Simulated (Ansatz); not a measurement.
# r2SCAN/STO-3G run of BNH2O (SMILES BN=O)

What is the electronic atomisation energy of BNH2O at r2SCAN/STO-3G? 

The calculation is run with Ansatz 0.2.0.

59 further runs of the same task are left out: 4 that didn't finish, 55 set aside as unsound or not needed.

## Step 1: Starting point

BNH2O: 5 atoms, total charge 0, spin state singlet. SMILES: `BN=O`. The coordinates come from a GFN2-xTB relaxation.

Bond lengths: B1–N2 1.295 Å, N2–O3 1.192 Å, B1–H4 1.165 Å, B1–H5 1.166 Å. Angles: B1–N2–O3 179.9°, N2–B1–H4 118.8°, N2–B1–H5 118.8°, H4–B1–H5 122.4°.

## Step 2: A single-point energy at r2SCAN/STO-3G

job.yaml reads:

```yaml
crystal:
  periodic: [false, false, false]
  atoms:
    - symbol: B
      position_ang: [-0.303260, 0.384710, -0.206480]
    - symbol: "N"
      position_ang: [0.435210, -0.552070, 0.296940]
    - symbol: O
      position_ang: [1.113730, -1.415380, 0.760240]
    - symbol: H
      position_ang: [-1.158940, 0.091910, -0.941520]
    - symbol: H
      position_ang: [-0.086740, 1.490830, 0.090820]
basis:
  gaussian:
    orbitals: STO-3G
hamiltonian:
  xc: r2scan
accuracy: high
```

Launch:

```bash
$ ansatz run job.yaml --threads 1 --pin off --max-ram 2610MiB --events-out events.jsonl --progress --plain --runs-dir runs
```

The program printed:

```text
Warning: RAYON_NUM_THREADS=1 ignored (pool sized by the plan → 1); use --threads N
Functional definition: r2SCAN
  name "r2SCAN"
  parameter k0 = 0.174
  parameter k1 = 0.065
  parameter a1 = 4.9479
  exchange = r2scan_x(k0 = k0, k1 = k1, a1 = a1)
  correlation = r2scan_c
294 factors; integrals over basis functions are off by at most 2.9e-8 eV
mean field evaluation 1: about -4184.0052 eV, gradient 2.0e1 eV
mean field evaluation 2: about -4169.7990 eV, gradient 6.3e1 eV
mean field evaluation 4: about -4185.3420 eV, gradient 7.8e0 eV
mean field evaluation 8: about -4185.4165 eV, gradient 3.6e-2 eV
mean field evaluation 16: about -4185.4165 eV, gradient 2.1e-8 eV
mean field -4185.41653902 eV, -153.8112208317 hartree, gradient 2.8e-8 eV, S^2 0.000000; 0 other end points of the search recorded, 0 dependent functions left out
reference -4185.41653931 eV, -153.8112208423 hartree; 11, 11 occupied and 6, 6 virtual orbitals, 294 factors
Total energy: -4185.41653931 eV, -153.8112208423 hartree
```

Run time: 2 s. Hardware: 1 thread of Arm Neoverse V1, shared host; peak memory 0.13 GiB.

## Step 3: The B atom at the same level

molecule.yaml reads:

```yaml
crystal:
  periodic: [false, false, false]
  atoms:
    - {symbol: B, position_ang: [0.000000, 0.000000, 0.000000]}
basis:
  gaussian:
    orbitals: STO-3G
magnetization:
  spin_polarized: true
  initial_magnetization: 1
hamiltonian:
  xc: {name: r2SCAN}
accuracy: high
```

Launch:

```bash
$ ansatz run molecule.yaml --threads 1 --pin off --max-ram 2610MiB --events-out events.jsonl --progress --plain --runs-dir runs
```

The program printed:

```text
Warning: RAYON_NUM_THREADS=1 ignored (pool sized by the plan → 1); use --threads N
Functional definition: r2SCAN
  name "r2SCAN"
  parameter k0 = 0.174
  parameter k1 = 0.065
  parameter a1 = 4.9479
  exchange = r2scan_x(k0 = k0, k1 = k1, a1 = a1)
  correlation = r2scan_c
15 factors; integrals over basis functions are off by at most 8.9e-10 eV
mean field evaluation 1: about -659.9161 eV, gradient 3.2e-10 eV
mean field evaluation 2: about -659.9181 eV, gradient 7.4e-10 eV
mean field evaluation 4: about -659.9147 eV, gradient 0.0e0 eV
mean field evaluation 8: about -659.6135 eV, gradient 2.1e0 eV
mean field evaluation 16: about -659.9149 eV, gradient 5.3e-10 eV
mean field -659.91808795 eV, -24.2515424236 hartree, gradient 0.0e0 eV, S^2 0.750000; 7 other end points of the search recorded, 0 dependent functions left out
reference -659.91808847 eV, -24.2515424429 hartree; 3, 2 occupied and 2, 3 virtual orbitals, 15 factors
Total energy: -659.91808847 eV, -24.2515424429 hartree
```

It took 1.4 s on 1 thread of Arm Neoverse V1, shared host; peak memory 0.096 GiB.

## Step 4: The H atom

input.yaml reads:

```yaml
crystal:
  periodic: [false, false, false]
  atoms:
    - {symbol: H, position_ang: [0.000000, 0.000000, 0.000000]}
basis:
  gaussian: {orbitals: STO-3G}
hamiltonian: {xc: {name: r2SCAN}}
accuracy: high
magnetization: {spin_polarized: true, initial_magnetization: 1}
```

Launch:

```bash
$ ansatz run input.yaml --threads 1 --pin off --max-ram 2610MiB --events-out events.jsonl --progress --plain --runs-dir runs
```

The program printed:

```text
Warning: RAYON_NUM_THREADS=1 ignored (pool sized by the plan → 1); use --threads N
Functional definition: r2SCAN
  name "r2SCAN"
  parameter k0 = 0.174
  parameter k1 = 0.065
  parameter a1 = 4.9479
  exchange = r2scan_x(k0 = k0, k1 = k1, a1 = a1)
  correlation = r2scan_c
1 factors; integrals over basis functions are off by at most 4.6e-10 eV
mean field evaluation 1: about -12.6930 eV, gradient 0.0e0 eV
mean field evaluation 2: about -12.6930 eV, gradient 0.0e0 eV
mean field -12.69300701 eV, -0.4664594041 hartree, gradient 0.0e0 eV, S^2 0.750000; 0 other end points of the search recorded, 0 dependent functions left out
reference -12.69300747 eV, -0.4664594207 hartree; 1, 0 occupied and 0, 1 virtual orbitals, 1 factors
Total energy: -12.69300747 eV, -0.4664594207 hartree
```

It took 0.34 s on 1 thread of Arm Neoverse V1, shared host.

## Step 5: The N atom

run.yaml reads:

```yaml
crystal:
  periodic: [false, false, false]
  atoms:
    - {symbol: N, position_ang: [0.000000, 0.000000, 0.000000]}
basis:
  gaussian:
    orbitals: STO-3G
magnetization:
  spin_polarized: true
  initial_magnetization: 3
hamiltonian:
  xc: r2scan
accuracy: high
```

Run the same way, it converges to -53.87650 Eh (log not shown).

## Step 6: The O atom at the same level

run.yaml reads:

```yaml
crystal:
  periodic: [false, false, false]
  atoms:
    - symbol: O
      position_ang: [0.000000, 0.000000, 0.000000]
basis:
  gaussian:
    orbitals: STO-3G
hamiltonian:
  xc: r2scan
magnetization:
  spin_polarized: true
  initial_magnetization: 2
accuracy: high
```

Launch:

```bash
$ ansatz run run.yaml --threads 1 --pin off --max-ram 2610MiB --events-out events.jsonl --progress --plain --runs-dir runs
```

The program printed:

```text
Warning: RAYON_NUM_THREADS=1 ignored (pool sized by the plan → 1); use --threads N
Functional definition: r2SCAN
  name "r2SCAN"
  parameter k0 = 0.174
  parameter k1 = 0.065
  parameter a1 = 4.9479
  exchange = r2scan_x(k0 = k0, k1 = k1, a1 = a1)
  correlation = r2scan_c
15 factors; integrals over basis functions are off by at most 1.1e-9 eV
mean field evaluation 1: about -2014.0609 eV, gradient 2.7e-10 eV
mean field evaluation 2: about -2014.0576 eV, gradient 2.1e-10 eV
mean field evaluation 4: about -2014.0576 eV, gradient 0.0e0 eV
mean field -2014.05760635 eV, -74.0152518562 hartree, gradient 0.0e0 eV, S^2 2.000000; 0 other end points of the search recorded, 0 dependent functions left out
reference -2014.05760645 eV, -74.0152518597 hartree; 5, 3 occupied and 0, 2 virtual orbitals, 15 factors
Total energy: -2014.05760645 eV, -74.0152518597 hartree
```

It took 0.62 s on 1 thread of Arm Neoverse V1, shared host; peak memory 0.094 GiB.

## Step 7: Outcome

At r2SCAN/STO-3G:

| quantity | value |
| --- | --- |
| molecule: total energy | -153.81122 Eh |
| B atom: total energy | -24.25154 Eh |
| B atom: ⟨S²⟩ | 0.750 |
| H atom: total energy | -0.46646 Eh |
| H atom: ⟨S²⟩ | 0.750 |
| N atom: total energy | -53.87650 Eh |
| N atom: ⟨S²⟩ | 3.750 |
| O atom: total energy | -74.01525 Eh |
| O atom: ⟨S²⟩ | 2.000 |
| electronic atomisation energy | 20.001 eV |

**Reading.** Taking the molecule apart into free atoms costs 20.00 eV (461 kcal/mol), before zero-point energy and without spin-orbit coupling. In a minimal basis such a difference can be off by several eV, whatever the method.
